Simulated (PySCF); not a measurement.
# C7H7ClS (4-chlorothioanisole): the cost of one run

Programs: PySCF 2.14.0, with routines of our own; each step states its level. All values are computed. Atoms count from 0.

### Step 1. The system as given

16 atoms, charge 0, multiplicity 1; geometry from: GFN2-xTB.

### Step 2. Relaxing the molecule at PBE0-D3(BJ)/def2-SVP

The job: settings as JSON, then the geometry in Å.

```
{"job": {"xc": "PBE0", "basis": "def2-SVP", "d3": "d3bj", "grid": 2, "kind": "geom"}, "charge": 0, "multiplicity": 1}
C      2.874939     0.723584    -0.390907
S      1.882133    -0.617591    -1.106155
C      0.281168    -0.391611    -0.399829
C     -0.696690    -1.308599    -0.783099
C     -1.978748    -1.215351    -0.284546
C     -2.291649    -0.197318     0.605388
Cl    -3.897733    -0.072326     1.234714
C     -1.329589     0.719075     0.993102
C     -0.043550     0.622868     0.490799
H      2.916599     0.620197     0.689482
H      2.466149     1.686810    -0.682372
H      3.869302     0.603563    -0.809837
H     -0.436701    -2.094014    -1.476046
H     -2.733617    -1.925826    -0.581884
H     -1.579917     1.508265     1.684857
H      0.690305     1.347218     0.804923
```

Command:

```
$ OMP_NUM_THREADS=1 python excited_run.py task.json out
```

This one command runs all jobs of the session in turn.

**Question.** How long does this first job take on 1 thread of Arm Neoverse V2, shared host, and how much memory does it need?

About 61 s, with a peak of 0.87 GiB.
